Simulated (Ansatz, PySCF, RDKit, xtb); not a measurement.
**Which structure has the formula SiNH2SeF?**

Given the formula SiNH2SeF and nothing else, which arrangement of the atoms is the most stable in the gas at 298.15 K, and what are its properties?

Plan: many cheap relaxations first (GFN2-xTB), then density-functional screening, relaxation at B3LYP-D3(BJ)/def2-SVP, vibrations and a final energy. The numbers are computed, not measured.

7 further runs of the same task are left out: 7 set aside as unsound or not needed.

## Step 1: Drawing up candidates

All bonding patterns within simple valence rules are listed by program: one Lewis structure each, at most two rings and one unusual centre or charged pair. O–O, O–halogen and N–halogen bonds and N–N–N chains are not drawn. That gives 40 candidates.

c021 N#[Se][SiH2]F; c038 N#[Si-](F)[SeH2+]; c046 N[Se@](F)=[Si]; c142 N#[Se](F)=[SiH2]; c163 F/[SiH]=[NH+]/[Se-]; c167 N=[Si]=[SeH]F; c220 F[Si-]1[NH2+][Se]1; c223 F[Se]N=[SiH2]; c246 N=[Si](F)[SeH]; c248 N[Si]#[Se]F; c254 N#[SeH]=[SiH]F; c270 F/[SiH]=N/[SeH]; c276 F[Se@@]1=[Si-][NH2+]1; c315 F[Se]N[SiH] (triplet); c326 N[Se@](F)=[Si] (triplet); c328 F[Si]1=[SeH]N1; c353 N[Se]#[Si]F; c366 F/[SeH]=N/[SiH] (triplet); c382 F/[SiH]=N\[SeH]; c402 F[SiH2]N=[Se]; c407 N=[SeH]#[Si]F; c461 N[Si](F)=[Se]; c475 F[Si]N[SeH]; c527 N=[Se]=[SiH]F; c528 F[Se@@H]1N=[SiH]1; c559 F[Si][NH2+][Se-]; c600 F[Se@@]1=N[SiH2]1; c636 N=[SiH][Se]F; c670 F[Si@@H]1N=[SeH]1; c672 F/[SeH]=N/[SiH]; c727 F[Se]N[SiH]; c737 N=[Se](F)#[SiH]; c745 F[Si@@H]1N[Se]1; c748 F/[SeH]=N\[SiH]; c812 N#[SiH-][SeH+]F; c870 F[Si][NH2+][Se-] (triplet); c872 F/[SeH]=N\[SiH] (triplet); c874 F[Se@@]1=[SiH]N1; c934 F/[SiH]=[NH+]\[Se-]; c995 F[Si]N[SeH] (triplet).

Candidates are built by distance geometry, with a force field where one applies, in up to four conformers (letters a to d). 14 starts with atoms placed at random are added, to find patterns that the rules miss.

Q: Predict the outcome of this search (final energies at CCSD(T)/def2-TZVP).

| quantity | value |
| --- | --- |
| lowest structure found | N[Si](F)=[Se], singlet, Cs |
| next finalist | N=[Si](F)[SeH], singlet, 33.9 kcal/mol higher in G |
| share at equilibrium, among the finalists | 100.0 % |
| harmonic wavenumbers, lowest and highest (B3LYP-D3(BJ)/def2-SVP) | 198 and 3689 cm⁻¹ |
| rotational constants, same geometry | 0.2727, 0.06359, 0.05157 cm⁻¹ |
| dipole moment (PBE0/def2-TZVPD) | 3.88 D |
| HOMO energy (PBE0/def2-TZVPD) | -7.04 eV |
| LUMO energy (PBE0/def2-TZVPD) | -1.25 eV |
| HOMO–LUMO gap (PBE0/def2-TZVPD) | 5.79 eV |
| lowest excitation (TD-PBE0/def2-SVPD) | 4.48 eV (f = 0.000) |
| strongest of the states computed, same level | 5.30 eV (f = 0.081) |
| lowest triplet excitation, same level, Tamm-Dancoff | 3.97 eV |
| vertical ionisation energy | 9.23 eV |
| vertical electron affinity | -0.11 eV (unbound: the value depends on the basis) |
| vertical triplet less singlet | +4.14 eV |

`N[Si](F)=[Se]` comes out lowest. The margin of 33.9 kcal/mol over the next finalist is beyond the usual error of the last level; it says nothing of structures that weren't ranked. GFN2-xTB, HF/STO-3G, r2SCAN-D4/def2-SVP, B3LYP-D3(BJ)/def2-SVP, HF/def2-TZVP and MP2/def2-TZVP already put its bonding pattern lowest among the structures in one piece. Lowest found is not proven lowest: the search is finite, and each finalist counts with one conformer. Patterns outside the rules of the enumeration were met only by chance.
